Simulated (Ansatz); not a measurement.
# AlCl2H2N: the cost of one run

Program: Ansatz 0.2.0. Level of theory: RKS PBE-D4/def2-SVP. These are calculated values, not measurements.

### 1 The structure to begin with

Bond lengths: N1–Al2 1.857 Å, Al2–Cl3 2.178 Å, Al2–Cl4 2.153 Å, N1–H5 1.034 Å, N1–H6 1.044 Å. Angles: N1–Al2–Cl3 118.8°, N1–Al2–Cl4 122.2°, Cl3–Al2–Cl4 118.9°, Al2–N1–H5 110.2°, Al2–N1–H6 111.9°, H5–N1–H6 106.4°.

Coordinates:

```xyz
6

N    -0.4054    1.0823   -0.2027
Al   -0.0053   -0.7201   -0.0070
Cl    1.8836   -1.2821    0.9214
Cl   -1.3220   -2.2723   -0.7098
H    -0.4246    1.5466    0.7207
H     0.3158    1.5816   -0.7688
```

### 2 Relaxing end A

File input.yaml:

```yaml
crystal:
  periodic: [false, false, false]
  atoms:
    - { symbol: "N", position_ang: [-0.4054, 1.0823, -0.2027] }
    - { symbol: Al, position_ang: [-0.0053, -0.7201, -0.007] }
    - { symbol: Cl, position_ang: [1.8836, -1.2821, 0.9214] }
    - { symbol: Cl, position_ang: [-1.322, -2.2723, -0.7098] }
    - { symbol: H, position_ang: [-0.4246, 1.5466, 0.7207] }
    - { symbol: H, position_ang: [0.3158, 1.5816, -0.7688] }
basis:
  gaussian: { orbitals: def2-SVP }
hamiltonian:
  xc: pbe
  dispersion: d4
relax:
  f_tol: 0.015
  max_steps: 40
```

Command:

```bash
> ansatz run input.yaml --threads 1 --pin off --max-ram 2048MiB --backend cpu --events-out ev --progress --plain --runs-dir out
```

Q: Estimate wall time and peak memory on 1 thread of Intel Xeon Platinum 8488C (Sapphire Rapids), shared host.

About 21 s, with a peak of 0.16 GiB.
